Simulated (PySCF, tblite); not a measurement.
# C7H11BN2: excited states

Wanted: excited states for C7H11BN2 (`CB(C)c1ccc(N)cn1`).

Computed with tblite 0.8.0 and PySCF 2.14.0 and routines of our own; the level stands in each step. Atoms count from 0.

### Step 1. The system as given

21 atoms, charge 0, multiplicity 1; geometry from: force field or distance geometry start.

### Step 2. Geometry optimisation with GFN2-xTB

The job: settings as JSON, then the geometry in Å.

```
{"job": {"kind": "relax", "xc": "GFN2-xTB", "basis": "xTB"}, "charge": 0, "multiplicity": 1}
C     -2.574400     1.101100    -0.995400
B     -1.774800     0.495500     0.225500
C     -2.482200     0.307200     1.649800
C     -0.262100     0.066900     0.069000
C      0.418500     0.195300    -1.135000
C      1.750500    -0.200500    -1.233900
C      2.405400    -0.726400    -0.114300
N      3.778400    -1.134600    -0.184800
C      1.698100    -0.854600     1.089800
N      0.388900    -0.460000     1.157600
H     -3.626400     1.344800    -0.697300
H     -2.088900     2.029500    -1.340400
H     -2.616900     0.368800    -1.813900
H     -2.474000    -0.761700     1.930900
H     -3.547400     0.666300     1.600600
H     -1.954800     0.903500     2.427100
H     -0.067100     0.608000    -2.015100
H      2.281900    -0.100400    -2.170900
H      4.305800    -1.046700    -1.076200
H      4.265200    -1.533500     0.651600
H      2.167500    -1.251200     1.974900
```

Launch:

```bash
> OMP_NUM_THREADS=1 python excited_run.py task.json out
```

The driver reads the jobs from task.json and runs them one after another.

What it wrote:

```text
step      E/eV     max force
  0    -751.84172    2.966
  1    -752.11023    1.030
  2    -752.19563    0.707
  3    -752.23556    0.386
  4    -752.24835    0.249
  5    -752.25631    0.189
  6    -752.26044    0.176
  7    -752.26450    0.164
  8    -752.26750    0.132
  9    -752.26965    0.096
 10    -752.27126    0.103
 11    -752.27305    0.123
 12    -752.27499    0.122
 13    -752.27656    0.095
 14    -752.27752    0.074
 15    -752.27822    0.078
 16    -752.27899    0.109
 17    -752.27993    0.100
 18    -752.28096    0.096
 19    -752.28193    0.086
 20    -752.28265    0.068
 21    -752.28310    0.061
 22    -752.28342    0.051
 23    -752.28374    0.051
 24    -752.28405    0.043
 25    -752.28429    0.041
 26    -752.28444    0.025
 27    -752.28456    0.027
 28    -752.28472    0.037
 29    -752.28491    0.052
 30    -752.28511    0.045
 31    -752.28529    0.041
 32    -752.28557    0.049
 33    -752.28617    0.085
 34    -752.28718    0.187
 35    -752.28862    0.197
 36    -752.29267    0.109
 37    -752.29209    0.262
 38    -752.29439    0.060
 39    -752.29498    0.048
 40    -752.29554    0.051
 41    -752.29584    0.037
 42    -752.29605    0.033
 43    -752.29629    0.036
 44    -752.29661    0.048
 45    -752.29692    0.050
 46    -752.29714    0.033
 47    -752.29725    0.021
 48    -752.29730    0.019
 49    -752.29736    0.017
 50    -752.29743    0.019
 51    -752.29750    0.017
 52    -752.29756    0.013
 53    -752.29759    0.012
 54    -752.29762    0.012
 55    -752.29765    0.013
 56    -752.29768    0.012
 57    -752.29771    0.013
 58    -752.29773    0.009
```

Wall time 0.36 s (1 thread of Arm Neoverse V2, shared host).

Relaxation path: (not every step is listed)

```
step  energy from step 0 (eV)  largest force (eV/Å)
   0                   0.0000                2.9658
   1                  -0.2685                1.0300
   2                  -0.3539                0.7073
   3                  -0.3938                0.3860
   4                  -0.4066                0.2494
   5                  -0.4146                0.1885
   6                  -0.4187                0.1762
   7                  -0.4228                0.1635
   8                  -0.4258                0.1325
  12                  -0.4333                0.1224
  16                  -0.4373                0.1087
  20                  -0.4409                0.0675
  24                  -0.4423                0.0428
  28                  -0.4430                0.0368
  32                  -0.4438                0.0494
  36                  -0.4510                0.1094
  40                  -0.4538                0.0506
  44                  -0.4549                0.0479
  48                  -0.4556                0.0188
  52                  -0.4558                0.0134
  53                  -0.4559                0.0117
  54                  -0.4559                0.0121
  55                  -0.4559                0.0135
  56                  -0.4560                0.0122
  57                  -0.4560                0.0128
  58                  -0.4560                0.0093
```

Distances of close pairs at the start and the end, largest changes first:

```
  bond  before (Å)  after (Å)  change (Å)
 C6–N7       1.434      1.371      -0.063
 C8–N9       1.369      1.308      -0.062
N7–H19       1.047      1.006      -0.041
C2–H14       1.125      1.087      -0.038
C0–H10       1.120      1.087      -0.033
N7–H18       1.039      1.007      -0.033
 C3–N9       1.373      1.344      -0.030
 B1–C2       1.601      1.574      -0.028
```

The next job starts from the end point, and lists it.

### Step 3. Infrared spectrum with GFN2-xTB

The job: settings as JSON, then the geometry in Å.

```
{"job": {"kind": "ir", "xc": "GFN2-xTB", "basis": "xTB"}, "charge": 0, "multiplicity": 1}
C     -2.563177     1.091195    -0.986738
B     -1.758499     0.480195     0.228702
C     -2.417482     0.286184     1.644525
C     -0.263085     0.059064     0.050154
C      0.440247     0.190123    -1.156991
C      1.766381    -0.178381    -1.246554
C      2.404971    -0.687608    -0.115150
N      3.740177    -0.998805    -0.111942
C      1.625105    -0.798268     1.047347
N      0.368745    -0.444389     1.124198
H     -3.590490     1.348292    -0.740674
H     -2.082360     1.995921    -1.357687
H     -2.594318     0.398219    -1.827032
H     -2.363823    -0.757647     1.948410
H     -3.456051     0.601677     1.707033
H     -1.853655     0.830296     2.400166
H     -0.061879     0.583404    -2.027704
H      2.315992    -0.075714    -2.173753
H      4.190692    -1.133277    -1.002067
H      4.078037    -1.574980     0.640512
H      2.065552    -1.198559     1.954774
```

What it wrote:

```text
mode    cm-1     km/mol
  1     -88.8      1.96
  2      -1.7      1.86
  3      70.9      3.91
  4      79.3      0.60
  5     133.2      1.13
  6     228.9      0.29
  7     255.9      0.01
  8     319.6      2.58
  9     353.0      4.78
 10     391.1      0.68
 11     396.3      4.83
 12     419.6      8.50
 13     436.4    140.82
 14     459.1    258.01
 15     494.5     42.06
 16     610.4      2.57
 17     649.4      1.18
 18     686.8      0.40
 19     708.3      0.14
 20     808.9     13.33
 21     810.1     24.59
 22     870.7      3.56
 23     876.1      1.68
 24     882.0     46.22
 25     886.1     87.13
 26     917.1      0.57
 27    1009.2     13.42
 28    1014.5      5.70
 29    1079.5     49.04
 30    1135.2    125.15
 31    1159.0     74.91
 32    1235.0     91.27
 33    1246.0    147.01
 34    1289.8     61.34
 35    1325.7    214.20
 36    1380.2     55.71
 37    1388.6      9.74
 38    1410.5     25.26
 39    1455.7      6.70
 40    1475.5      0.57
 41    1485.4      6.23
 42    1498.6      1.67
 43    1500.8      6.67
 44    1502.1     80.66
 45    1530.9      6.51
 46    1582.0    278.22
 47    3000.7     31.49
 48    3012.2     23.19
 49    3014.7     28.55
 50    3015.9     68.70
 51    3031.2     21.93
 52    3035.7      8.73
 53    3040.1    109.37
 54    3042.8     43.82
 55    3088.1     38.20
 56    3462.3      7.29
 57    3518.9      1.87
```

It took 0.68 s on 1 thread of Arm Neoverse V2, shared host.

Which atoms move in the most intense modes:

```
cm⁻¹  km/mol                                 atoms
 436   140.8            N7 21 %, B1 15 %, H19 12 %
 459   258.0                    H18 30 %, H19 28 %
1135   125.2                     B1 46 %, H17 15 %
1235    91.3  H16 29 %, C3 26 %, H20 20 %, B1 11 %
1246   147.0  C3 28 %, B1 19 %, H20 18 %, H17 10 %
1326   214.2   C6 25 %, C3 15 %, H17 11 %, C4 10 %
1582   278.2    C5 29 %, C8 20 %, C6 20 %, C4 11 %
3040   109.4                    H10 70 %, H14 21 %
```

### Step 4. Excited states: TDA B3LYP/def2-SVP

Settings changed since step 3:

```diff
@@ -1,2 +1,2 @@
-{"job": {"kind": "ir", "xc": "GFN2-xTB", "basis": "xTB"}, "charge": 0, "multiplicity": 1}
+{"job": {"kind": "states", "xc": "B3LYP", "basis": "def2-SVP", "tda": true, "soc": true, "nstates": 5, "ntriplets": 4, "nquad": 4}, "charge": 0, "multiplicity": 1}
 C     -2.563177     1.091195    -0.986738
```

Level: TDA B3LYP/def2-SVP excited states, vertical, gas phase, spin-orbit mean-field couplings.

What it wrote:

```text
coarse grid: 17632 points
cycle   1  E = -407.2672402790  dE =  1.416e+00  |g| = 6.132e-01  |ddm| = 5.179e+00
cycle   2  E = -407.1995601626  dE =  6.768e-02  |g| = 7.955e-01  |ddm| = 1.981e+00
cycle   3  E = -407.3642913884  dE = -1.647e-01  |g| = 2.087e-01  |ddm| = 1.286e+00
cycle   4  E = -407.3751306368  dE = -1.084e-02  |g| = 4.957e-02  |ddm| = 2.723e-01
cycle   5  E = -407.3757519468  dE = -6.213e-04  |g| = 1.401e-02  |ddm| = 8.190e-02
cycle   6  E = -407.3758010630  dE = -4.912e-05  |g| = 4.823e-03  |ddm| = 2.165e-02
cycle   7  E = -407.3758063305  dE = -5.268e-06  |g| = 9.289e-04  |ddm| = 5.457e-03
final grid: 170744 points
cycle   8  E = -407.4461418937  dE = -6.087e-05  |g| = 7.487e-03  |ddm| = 5.581e-02
cycle   9  E = -407.4461378244  dE =  4.069e-06  |g| = 8.604e-03  |ddm| = 1.675e-02
cycle  10  E = -407.4461561726  dE = -1.835e-05  |g| = 1.025e-03  |ddm| = 8.927e-03
cycle  11  E = -407.4461564188  dE = -2.463e-07  |g| = 2.828e-04  |ddm| = 1.351e-03
cycle  12  E = -407.4461564373  dE = -1.846e-08  |g| = 1.002e-04  |ddm| = 4.090e-04
cycle  13  E = -407.4461564400  dE = -2.681e-09  |g| = 2.246e-05  |ddm| = 1.385e-04
cycle  14  E = -407.4461564401  dE = -1.177e-10  |g| = 8.493e-06  |ddm| = 3.078e-05
converged SCF energy = -407.4461564401

Singlet excitations
state   eV       nm        f     d(h-e)  d(exc)  Lambda  PR(NTO)  |dmu|/D   mu/D   main configurations
  1   4.0612   305.3   0.00209   0.910   2.919   0.471   1.006    2.412    5.822   H-1->L 0.98
  2   4.6995   263.8   0.00272   1.291   2.748   0.473   1.013    2.686    2.556   H-1->L+1 0.97
  3   4.8194   257.3   0.44305   1.822   3.642   0.679   1.191    3.995    8.155   H->L 0.80, H->L+1 0.08
  4   4.9705   249.4   0.12435   1.206   3.310   0.624   1.433    2.769    6.832   H->L+1 0.67, H-2->L 0.18, H->L 0.11
  5   5.6523   219.4   0.00013   1.754   3.326   0.412   1.005                     H-3->L 0.98

Triplet excitations (Tamm-Dancoff)
state   eV     d(h-e)  d(exc)  Lambda  PR(NTO)   main configurations
  1   3.2987   1.205   3.325   0.688   1.030   H->L 0.95
  2   3.4648   0.719   2.665   0.469   1.017   H-1->L 0.80, H-1->L+1 0.17
  3   3.9664   0.545   2.826   0.640   1.012   H->L+1 0.97
  4   4.3613   1.189   2.832   0.470   1.047   H-1->L+1 0.79, H-1->L 0.18
S1 - T1 = 0.7625 eV

Spin-orbit couplings |<S|Hso|T>| (cm-1)
             T1       T2       T3       T4
S0        2.310   22.776    0.436    9.276
S1        1.676    0.555    0.138    0.720
S2        0.619    0.274    0.374    0.274
S3        0.095    0.342    0.184    2.303
S4        0.263    2.988    0.112    2.067
S5        1.558    3.286    0.171    2.196
T1 sublevels (cm-1): 0.000 0.000 0.002   radiative rates (1/s): 0.00989 0.000506 0.384
```

It took 32 s on 1 thread of Arm Neoverse V2, shared host; peak memory 0.91 GiB.

From this job:

```
  quantity    value
S1 less T1  0.76 eV
```

### Step 5. What came out

```
                                 quantity                  value
strongest single infrared mode (GFN2-xTB)  1582 cm⁻¹, 278 km/mol
             zero-point energy (GFN2-xTB)         105.4 kcal/mol
  S1 less T1 (step 4, TDA B3LYP/def2-SVP)                0.76 eV
```

**Reading.** The lowest mode is imaginary (89i cm⁻¹), so the xTB geometry is not a minimum. The strongest single mode, at 1582 cm⁻¹, is carried by C5, C8, C6, C4. GFN2-xTB is a fitted tight-binding method: band positions and strengths are rough. Its intensities can rank the bands wrongly. In step 4, the number of triplets below S1 is 3, and the largest singlet-triplet spin-orbit coupling is S0–T2, 22.78 cm⁻¹.
